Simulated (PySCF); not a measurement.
# GeO: NMR shieldings, spin-spin couplings, relativistic core levels, part 2 of 2

PySCF 2.14.0. Atoms count from 0. The steps go on from the part before.

## Step 10: Spin-spin couplings: PBE0/pcJ-1 Ge:dyall-v2z, spin-free

What the job is given:

```
{"job": {"kind": "hj", "xc": "PBE0", "basis": {"default": "pcJ-1", "Ge": "dyall-v2z"}, "rel": "sf", "atoms": [1]}, "charge": 0, "multiplicity": 1}
O      0.821304    -0.038116     0.004539
Ge    -0.801449     0.009289    -0.016579
```

Level: PBE0/pcJ-1 Ge:dyall-v2z indirect spin-spin coupling, X2C without spin-orbit coupling, Gaussian nuclei, gas phase.

The log of the run:

```text
spin-free SCF
coarse grid: 12600 points
cycle   1  E = -2173.4991986832  dE =  1.876e-01  |g| = 1.136e+00  |ddm| = 1.347e+00
cycle   2  E = -2169.8211134389  dE =  3.678e+00  |g| = 3.425e+00  |ddm| = 2.847e+00
cycle   3  E = -2173.7466716060  dE = -3.926e+00  |g| = 2.878e-01  |ddm| = 2.524e+00
cycle   4  E = -2173.7664496673  dE = -1.978e-02  |g| = 2.261e-01  |ddm| = 3.387e-01
cycle   5  E = -2173.7717667308  dE = -5.317e-03  |g| = 2.935e-02  |ddm| = 7.180e-02
cycle   6  E = -2173.7718314757  dE = -6.474e-05  |g| = 1.333e-02  |ddm| = 1.658e-02
cycle   7  E = -2173.7718630742  dE = -3.160e-05  |g| = 5.842e-03  |ddm| = 4.772e-03
cycle   8  E = -2173.7718700599  dE = -6.986e-06  |g| = 1.315e-03  |ddm| = 2.511e-03
final grid: 24248 points
cycle   9  E = -2173.7720101024  dE =  3.464e-06  |g| = 4.427e-03  |ddm| = 3.078e-03
cycle  10  E = -2173.7719746342  dE =  3.547e-05  |g| = 1.402e-02  |ddm| = 9.403e-03
cycle  11  E = -2173.7720140311  dE = -3.940e-05  |g| = 4.866e-05  |ddm| = 7.099e-03
cycle  12  E = -2173.7720140312  dE = -1.301e-10  |g| = 3.927e-05  |ddm| = 4.887e-05
converged SCF energy = -2173.7720140312
two-component SCF
cycle   1  E = -2173.7720140309  dE = -2.174e+03  |FDS-SDF| = 3.927e-05
cycle   2  E = -2173.7720140302  dE =  6.876e-10  |FDS-SDF| = 7.038e-05
converged, E = -2173.7720140302

Indirect spin-spin couplings
  i        j     bonds      J/Hz   K/1e19 T2/J   anisotropy/Hz
  1  73Ge   0  17O    1      -35.17     -617.10        96.9
```

It took 15 s on 1 thread of Arm Neoverse N1, shared host; peak memory 0.49 GiB.

## Step 11: Relativistic core levels: PBE0/pcJ-1 Ge:dyall-v2z, spin-free

What the job is given:

```
{"job": {"kind": "hxps", "xc": "PBE0", "basis": {"default": "pcJ-1", "Ge": "dyall-v2z"}, "rel": "sf", "holes": [[1, "2p"]]}, "charge": 0, "multiplicity": 1}
O      0.821304    -0.038116     0.004539
Ge    -0.801449     0.009289    -0.016579
```

With the program's defaults for keys left out, this is: PBE0/pcJ-1 Ge:dyall-v2z core ionisation, delta-SCF with one localised hole, spin-free X2C, Gaussian nuclei, gas phase.

The log of the run:

```text
spin-free SCF
coarse grid: 12600 points
cycle   1  E = -2173.4991986832  dE =  1.876e-01  |g| = 1.136e+00  |ddm| = 1.347e+00
cycle   2  E = -2169.8211134389  dE =  3.678e+00  |g| = 3.425e+00  |ddm| = 2.847e+00
cycle   3  E = -2173.7466716060  dE = -3.926e+00  |g| = 2.878e-01  |ddm| = 2.524e+00
cycle   4  E = -2173.7664496673  dE = -1.978e-02  |g| = 2.261e-01  |ddm| = 3.387e-01
cycle   5  E = -2173.7717667308  dE = -5.317e-03  |g| = 2.935e-02  |ddm| = 7.180e-02
cycle   6  E = -2173.7718314757  dE = -6.474e-05  |g| = 1.333e-02  |ddm| = 1.658e-02
cycle   7  E = -2173.7718630742  dE = -3.160e-05  |g| = 5.842e-03  |ddm| = 4.772e-03
cycle   8  E = -2173.7718700599  dE = -6.986e-06  |g| = 1.315e-03  |ddm| = 2.511e-03
final grid: 24248 points
cycle   9  E = -2173.7720101024  dE =  3.464e-06  |g| = 4.427e-03  |ddm| = 3.078e-03
cycle  10  E = -2173.7719746342  dE =  3.547e-05  |g| = 1.402e-02  |ddm| = 9.403e-03
cycle  11  E = -2173.7720140311  dE = -3.940e-05  |g| = 4.866e-05  |ddm| = 7.099e-03
cycle  12  E = -2173.7720140312  dE = -1.301e-10  |g| = 3.927e-05  |ddm| = 4.887e-05
converged SCF energy = -2173.7720140312
two-component SCF
cycle   1  E = -2173.7720140309  dE = -2.174e+03  |FDS-SDF| = 3.927e-05
cycle   2  E = -2173.7720140302  dE =  6.876e-10  |FDS-SDF| = 7.038e-05
converged, E = -2173.7720140302

Field gradients (au) and densities at the nuclei (bohr^-3)
atom        Vxx        Vyy        Vzz        centre      nuclear mean
  0 O      0.1861     0.1862    -0.3722        311.714        311.703
  1 Ge     2.3425     2.3425    -4.6850      29261.121      29231.738
without picture change
  1 Ge                          -4.8219                     45035.755

Core orbital energies (eV)
atom   shell        mean    spread
  1 Ge 1s       -11006.868   0.000
  1 Ge 2s        -1391.583   0.000
  1 Ge 3s         -177.039   0.000
  1 Ge 4s          -16.454   0.000
  1 Ge 2p1/2     -1214.969   0.000
  1 Ge 2p3/2     -1214.916   0.105
  1 Ge 3p1/2      -122.579   0.000
  1 Ge 3p3/2      -122.458   0.243
  1 Ge 3d3/2       -33.380   0.000
  1 Ge 3d5/2       -33.248   0.142

hole in 2p3/2 of atom 1
cycle   1  E = -2127.3962488462  dE = -2.127e+03  |FDS-SDF| = 6.613e+00
cycle   2  E = -2126.9618059888  dE =  4.344e-01  |FDS-SDF| = 5.765e+00
cycle   3  E = -2127.9761968105  dE = -1.014e+00  |FDS-SDF| = 1.688e+00
cycle   4  E = -2128.1921571113  dE = -2.160e-01  |FDS-SDF| = 1.159e+00
cycle   5  E = -2128.4590755374  dE = -2.669e-01  |FDS-SDF| = 1.372e-01
cycle   6  E = -2128.4634251105  dE = -4.350e-03  |FDS-SDF| = 3.268e-02
cycle   7  E = -2128.4636810100  dE = -2.559e-04  |FDS-SDF| = 4.172e-03
cycle   8  E = -2128.4636869704  dE = -5.960e-06  |FDS-SDF| = 1.839e-03
cycle   9  E = -2128.4636902587  dE = -3.288e-06  |FDS-SDF| = 8.925e-04
cycle  10  E = -2128.4636943937  dE = -4.135e-06  |FDS-SDF| = 8.059e-04
cycle  11  E = -2128.4636964052  dE = -2.012e-06  |FDS-SDF| = 1.992e-04
cycle  12  E = -2128.4636965280  dE = -1.227e-07  |FDS-SDF| = 1.124e-04
cycle  13  E = -2128.4636965748  dE = -4.681e-08  |FDS-SDF| = 5.846e-05
converged, E = -2128.4636965748

Core binding energies (eV)
atom   line    delta-SCF   -orbital   splitting
  1 Ge 2p       1232.867    1214.93         -
```

It took 11 s on 1 thread of Arm Neoverse N1, shared host; peak memory 0.51 GiB.

## Step 12: Relativistic core levels: PBE0/pcJ-1 Ge:dyall-v2z, non-relativistic

What the job is given:

```
{"job": {"kind": "hxps", "xc": "PBE0", "basis": {"default": "pcJ-1", "Ge": "dyall-v2z"}, "rel": "nr", "holes": [[1, "2p"]]}, "charge": 0, "multiplicity": 1}
O      0.821304    -0.038116     0.004539
Ge    -0.801449     0.009289    -0.016579
```

With the program's defaults for keys left out, this is: PBE0/pcJ-1 Ge:dyall-v2z core ionisation, delta-SCF with one localised hole, non-relativistic, Gaussian nuclei, gas phase.

The log of the run:

```text
non-relativistic SCF
coarse grid: 12600 points
cycle   1  E = -2151.5867797692  dE = -1.264e+01  |g| = 2.107e+00  |ddm| = 1.439e+00
cycle   2  E = -2147.7908421087  dE =  3.796e+00  |g| = 3.710e+00  |ddm| = 2.896e+00
cycle   3  E = -2151.4164545779  dE = -3.626e+00  |g| = 1.479e+00  |ddm| = 3.006e+00
cycle   4  E = -2151.8743212662  dE = -4.579e-01  |g| = 3.329e-01  |ddm| = 7.408e-01
cycle   5  E = -2151.8920881485  dE = -1.777e-02  |g| = 1.817e-01  |ddm| = 2.762e-01
cycle   6  E = -2151.8957025054  dE = -3.614e-03  |g| = 3.022e-02  |ddm| = 8.109e-02
cycle   7  E = -2151.8958104742  dE = -1.080e-04  |g| = 5.748e-03  |ddm| = 2.196e-02
cycle   8  E = -2151.8958177912  dE = -7.317e-06  |g| = 1.785e-03  |ddm| = 3.545e-03
final grid: 24248 points
cycle   9  E = -2151.8958420461  dE =  4.186e-06  |g| = 4.891e-03  |ddm| = 3.279e-03
cycle  10  E = -2151.8958011187  dE =  4.093e-05  |g| = 1.499e-02  |ddm| = 1.007e-02
cycle  11  E = -2151.8958467727  dE = -4.565e-05  |g| = 9.609e-04  |ddm| = 7.699e-03
cycle  12  E = -2151.8958468137  dE = -4.104e-08  |g| = 2.736e-05  |ddm| = 2.103e-04
cycle  13  E = -2151.8958468139  dE = -1.223e-10  |g| = 2.347e-06  |ddm| = 2.165e-05
converged SCF energy = -2151.8958468139
two-component SCF
cycle   1  E = -2151.8958468138  dE = -2.152e+03  |FDS-SDF| = 2.347e-06
cycle   2  E = -2151.8958468138  dE =  9.095e-13  |FDS-SDF| = 4.325e-06
converged, E = -2151.8958468138

Field gradients (au) and densities at the nuclei (bohr^-3)
atom        Vxx        Vyy        Vzz        centre      nuclear mean
  0 O      0.2003     0.2004    -0.4007        309.120        309.107
  1 Ge     2.2542     2.2543    -4.5085      22245.117      22231.267

Core orbital energies (eV)
atom   shell        mean    spread
  1 Ge 1s       -10858.928   0.000
  1 Ge 2s        -1357.739   0.000
  1 Ge 3s         -171.520   0.000
  1 Ge 4s          -16.293   0.000
  1 Ge 2p1/2     -1207.513   0.000
  1 Ge 2p3/2     -1207.460   0.107
  1 Ge 3p1/2      -121.375   0.000
  1 Ge 3p3/2      -121.251   0.248
  1 Ge 3d3/2       -34.245   0.000
  1 Ge 3d5/2       -34.103   0.129

hole in 2p3/2 of atom 1
cycle   1  E = -2105.8101187180  dE = -2.106e+03  |FDS-SDF| = 6.546e+00
cycle   2  E = -2105.4083379567  dE =  4.018e-01  |FDS-SDF| = 5.679e+00
cycle   3  E = -2106.3944748494  dE = -9.861e-01  |FDS-SDF| = 1.657e+00
cycle   4  E = -2106.6133780187  dE = -2.189e-01  |FDS-SDF| = 1.121e+00
cycle   5  E = -2106.8623529095  dE = -2.490e-01  |FDS-SDF| = 1.315e-01
cycle   6  E = -2106.8663460735  dE = -3.993e-03  |FDS-SDF| = 3.150e-02
cycle   7  E = -2106.8665839383  dE = -2.379e-04  |FDS-SDF| = 4.031e-03
cycle   8  E = -2106.8665896095  dE = -5.671e-06  |FDS-SDF| = 1.757e-03
cycle   9  E = -2106.8665927112  dE = -3.102e-06  |FDS-SDF| = 8.614e-04
cycle  10  E = -2106.8665966445  dE = -3.933e-06  |FDS-SDF| = 7.653e-04
cycle  11  E = -2106.8665983655  dE = -1.721e-06  |FDS-SDF| = 1.788e-04
cycle  12  E = -2106.8665984630  dE = -9.758e-08  |FDS-SDF| = 1.038e-04
converged, E = -2106.8665984630

Core binding energies (eV)
atom   line    delta-SCF   -orbital   splitting
  1 Ge 2p       1225.273    1207.48         -
```

Run time: 9.9 s. Hardware: 1 thread of Arm Neoverse N1, shared host; peak memory 0.51 GiB.

## Step 13: NMR shieldings: PBE0/pcJ-1 Ge:dyall-v2z (no two-electron spin-orbit screening), spin–orbit

What the job is given:

```
{"job": {"kind": "hnmr", "xc": "PBE0", "basis": {"default": "pcJ-1", "Ge": "dyall-v2z"}, "rel": "so", "snso": false}, "charge": 0, "multiplicity": 1}
O      0.821304    -0.038116     0.004539
Ge    -0.801449     0.009289    -0.016579
```

Method: PBE0/pcJ-1 Ge:dyall-v2z GIAO NMR shielding, X2C with spin-orbit coupling, one-electron part alone, Gaussian nuclei, gas phase.

The log of the run:

```text
spin-free SCF
coarse grid: 12600 points
cycle   1  E = -2173.4991986832  dE =  1.876e-01  |g| = 1.136e+00  |ddm| = 1.347e+00
cycle   2  E = -2169.8211134389  dE =  3.678e+00  |g| = 3.425e+00  |ddm| = 2.847e+00
cycle   3  E = -2173.7466716060  dE = -3.926e+00  |g| = 2.878e-01  |ddm| = 2.524e+00
cycle   4  E = -2173.7664496673  dE = -1.978e-02  |g| = 2.261e-01  |ddm| = 3.387e-01
cycle   5  E = -2173.7717667308  dE = -5.317e-03  |g| = 2.935e-02  |ddm| = 7.180e-02
cycle   6  E = -2173.7718314757  dE = -6.474e-05  |g| = 1.333e-02  |ddm| = 1.658e-02
cycle   7  E = -2173.7718630742  dE = -3.160e-05  |g| = 5.842e-03  |ddm| = 4.772e-03
cycle   8  E = -2173.7718700599  dE = -6.986e-06  |g| = 1.315e-03  |ddm| = 2.511e-03
final grid: 24248 points
cycle   9  E = -2173.7720101024  dE =  3.464e-06  |g| = 4.427e-03  |ddm| = 3.078e-03
cycle  10  E = -2173.7719746342  dE =  3.547e-05  |g| = 1.402e-02  |ddm| = 9.403e-03
cycle  11  E = -2173.7720140311  dE = -3.940e-05  |g| = 4.866e-05  |ddm| = 7.099e-03
cycle  12  E = -2173.7720140312  dE = -1.301e-10  |g| = 3.927e-05  |ddm| = 4.887e-05
converged SCF energy = -2173.7720140312
two-component SCF
cycle   1  E = -2173.7295594804  dE = -2.174e+03  |FDS-SDF| = 1.601e+01
cycle   2  E = -2173.8211900255  dE = -9.163e-02  |FDS-SDF| = 7.658e-02
cycle   3  E = -2173.8212785437  dE = -8.852e-05  |FDS-SDF| = 3.409e-03
cycle   4  E = -2173.8212841444  dE = -5.601e-06  |FDS-SDF| = 2.862e-03
cycle   5  E = -2173.8212853124  dE = -1.168e-06  |FDS-SDF| = 1.832e-03
cycle   6  E = -2173.8212864178  dE = -1.105e-06  |FDS-SDF| = 9.463e-04
cycle   7  E = -2173.8212867015  dE = -2.838e-07  |FDS-SDF| = 1.619e-04
cycle   8  E = -2173.8212867304  dE = -2.889e-08  |FDS-SDF| = 1.883e-05
converged, E = -2173.8212867304

Field gradients (au) and densities at the nuclei (bohr^-3)
atom        Vxx        Vyy        Vzz        centre      nuclear mean
  0 O      0.1848     0.1849    -0.3697        311.714        311.704
  1 Ge     2.3425     2.3425    -4.6850      29262.860      29233.476
without picture change
  1 Ge                          -4.8221                     45035.445

Core orbital energies (eV)
atom   shell        mean    spread
  1 Ge 1s       -11006.746   0.000
  1 Ge 2s        -1391.559   0.000
  1 Ge 3s         -177.035   0.000
  1 Ge 4s          -16.453   0.000
  1 Ge 2p1/2     -1237.700   0.000
  1 Ge 2p3/2     -1203.798   0.070
  1 Ge 3p1/2      -125.617   0.000
  1 Ge 3p3/2      -120.976   0.165
  1 Ge 3d3/2       -33.815   0.091
  1 Ge 3d5/2       -32.958   0.148

Shielding tensors (ppm)
atom      isotropic    diamagn.    paramagn.     s11        s22        s33       span
  0 O      -430.46      398.23     -828.69    -861.81    -861.81     432.24    1294.05
  1 Ge     1082.77     2651.78    -1569.00     110.59     110.59    3027.15    2916.57
```

Run time: 21 s. Hardware: 1 thread of Arm Neoverse N1, shared host; peak memory 0.59 GiB.

Key values:

| quantity | value |
| --- | --- |
| energy from spin-orbit coupling | -0.0493 Eh |

## Step 14: Shieldings side by side

| run | Ge1 | O0 | time |
| --- | --- | --- | --- |
| step 3, PBE0/pcJ-1 Ge:dyall-v2z, spin–orbit | 1086.4 | -430.5 | 21 s |
| step 6, PBE0/pcJ-1 Ge:dyall-v2z, non-relativistic | 973.3 | -420.3 | 5.6 s |
| step 8, PBE0/pcJ-1 Ge:dyall-v2z, spin-free | 938.6 | -430.0 | 6.4 s |
| step 9, PBE0/pcJ-1 Ge:dyall-v2z, spin-free with spin-dependent field terms | 1135.9 | -426.8 | 17 s |
| step 13, PBE0/pcJ-1 Ge:dyall-v2z (no two-electron spin-orbit screening), spin–orbit (one-electron part alone) | 1082.8 | -430.5 | 21 s |

## Step 15: Outcome

What follows sums up all 2 parts.

```
                                                                                                                                       quantity                                     value
                                                                                                                                    point group                                     Cinfv
                                                                                                           rotational constants (main isotopes)                          14.58, 14.58 GHz
                                                                  energy from spin-orbit coupling (step 3, PBE0/pcJ-1 Ge:dyall-v2z, spin–orbit)                                -0.0430 Eh
                                                                                       shieldings (step 3, PBE0/pcJ-1 Ge:dyall-v2z, spin–orbit)                 O0 -430.5, Ge1 1086.4 ppm
                                                                  energy from spin-orbit coupling (step 4, PBE0/pcJ-1 Ge:dyall-v2z, spin–orbit)                                -0.0430 Eh
                                                                         largest reduced coupling (step 4, PBE0/pcJ-1 Ge:dyall-v2z, spin–orbit)  Ge1–O0: J = -35.4 Hz, K = -620·10¹⁹ T²/J
                                                                         Ge1 2p3/2 binding energy (step 5, PBE0/pcJ-1 Ge:dyall-v2z, spin–orbit)                1222.6 eV, 2p1/2 1254.4 eV
                                                                  energy from spin-orbit coupling (step 5, PBE0/pcJ-1 Ge:dyall-v2z, spin–orbit)                                -0.0430 Eh
                                                                                 shieldings (step 6, PBE0/pcJ-1 Ge:dyall-v2z, non-relativistic)                  O0 -420.3, Ge1 973.3 ppm
                                                                   largest reduced coupling (step 7, PBE0/pcJ-1 Ge:dyall-v2z, non-relativistic)  Ge1–O0: J = -31.9 Hz, K = -560·10¹⁹ T²/J
                                                                                        shieldings (step 8, PBE0/pcJ-1 Ge:dyall-v2z, spin-free)                  O0 -430.0, Ge1 938.6 ppm
                                                        shieldings (step 9, PBE0/pcJ-1 Ge:dyall-v2z, spin-free with spin-dependent field terms)                 O0 -426.8, Ge1 1135.9 ppm
                                                                         largest reduced coupling (step 10, PBE0/pcJ-1 Ge:dyall-v2z, spin-free)  Ge1–O0: J = -35.2 Hz, K = -617·10¹⁹ T²/J
                                                                            Ge1 2p binding energy (step 11, PBE0/pcJ-1 Ge:dyall-v2z, spin-free)                                 1232.9 eV
                                                                     Ge1 2p binding energy (step 12, PBE0/pcJ-1 Ge:dyall-v2z, non-relativistic)                                 1225.3 eV
energy from spin-orbit coupling (step 13, PBE0/pcJ-1 Ge:dyall-v2z (no two-electron spin-orbit screening), spin–orbit (one-electron part alone))                                -0.0493 Eh
                     shieldings (step 13, PBE0/pcJ-1 Ge:dyall-v2z (no two-electron spin-orbit screening), spin–orbit (one-electron part alone))                 O0 -430.5, Ge1 1082.8 ppm
```

What this shows: The optimisation took 3 steps and gained 0.013 eV; among the close pairs (by a distance rule), O0–Ge1 changed most, from 1.602 to 1.624 Å. In step 3, Ge1 has the widest tensor, 2907 ppm. Ge1 moves most between the runs, by 197 ppm; the labels say what changes from run to run.
